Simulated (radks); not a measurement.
# Se⁸⁺ in [Ar] 3d8: an all-electron calculation

Wanted: eigenvalues, radial structure and energy terms of the selenium ion Se8+.

Method: Dirac Kohn-Sham, LDA (Slater exchange, VWN5 correlation), spin-unpolarised, spherical densities, finite nucleus; open shells fill j = l - 1/2 first. Code: radks (a radial shooting solver on a logarithmic mesh, Libxc functionals) version 1.

### Step 1. The system

- element: selenium (Z = 34)
- charge: +8
- electrons: 26
- configuration: [Ar] 3d8
- nuclear rms radius: 4.14 fm

### Step 2. The calculation

Settings of this run:

```text
Z 34
configuration [Ar] 3d8 4s0 4p0 4d0 4f0
relativity Dirac
functional lda,vwn5
spin unpolarised
j_filling energy
nucleus finite rms 4.14 fm
c 137.035999084
```

Run with:

```
> python run_ks.py task.json out
```

All runs below come from this command, one after another.

What does the calculation give?

The runs gave:

```
                        quantity                    value
                    total energy      -2404.83255 hartree
exchange-correlation share of it                   3.31 %
                            −T/E                   1.0239
          highest occupied level        3d5/2, -205.57 eV
    most extended occupied level  3d5/2, <r> = 0.574 bohr
 radius at density 0.001 e/bohr³                1.83 bohr
    maxima of the radial density                        3
         ionisation energy, NIST          219 (theory) eV
```

3 principal shells are occupied and 3 maxima appear in the radial density. −T/E is 1.024: with relativity the kinetic term as defined here no longer equals −E. Minus the highest eigenvalue, 205.57 eV, is 94 % of the tabulated ionisation energy (219 eV). Spin polarisation and multiplet splitting are left out.
